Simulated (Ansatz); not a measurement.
# ZrNH (quintet): the correlation ladder, def2-TZVPP

One table from this session's results is given with a row withheld; the runs are named, their logs left out.

The runs use Ansatz 0.2.0, Gaussian basis; def2-TZVPP, core rule «outside noble gas», up to 5 orbitals frozen.

To be run: UHF; ROHF; CCSD(T) on UHF.

2 further runs of the same task are left out: 2 set aside as unsound or not needed.

### What is computed

The geometry is a PBE0/def2-TZVP stationary point (not a proven minimum) of the parent state, kept for this charge and spin. No spin-orbit coupling is included. Elements past krypton take def2 core potentials.

3 atoms, charge 0, spin multiplicity 5.

Atoms are counted from 1 here; the program's logs count them from 0.

Bond lengths: Zr1–N2 1.791 Å, N2–H3 1.011 Å. Angles: Zr1–N2–H3 180.0°.

The first run:

Input file in.yaml:

```yaml
crystal:
  periodic: [false, false, false]
  atoms:
    - {symbol: Zr, position_ang: [0.000000, 0.000000, 1.530732]}
    - {symbol: N, position_ang: [0.000000, 0.000000, -0.259859]}
    - {symbol: H, position_ang: [0.000000, 0.000000, -1.270873]}
basis:
  gaussian: {orbitals: def2-TZVPP}
magnetization: {spin_polarized: true, initial_magnetization: 4}
hamiltonian: {xc: hf}
output: {orbitals: {seedname: orbitals}}
```

Command:

```console
ansatz run in.yaml --threads 1 --pin off --events-out ev --progress --plain --max-ram 2816MiB --backend cpu
```

Among the steps run: UHF; ROHF; CCSD(T) on UHF.

One table of the session follows, with a row left open; its other results are not shown here.

```
  method  from UCCSD(T) (meV)
    ROHF              +7097.3
     UHF              +6906.8
    UMP2                    ?
   UCCSD               +286.8
UCCSD(T)                    0
```

Estimate the missing values for UMP2.

As computed: from UCCSD(T) (meV): +816.2. In the column «from UCCSD(T) (meV)» it lies between UCCSD (+286.8) and UHF (+6906.8).

Limits of these values: Warnings: coupled cluster took another determinant than the lowest.
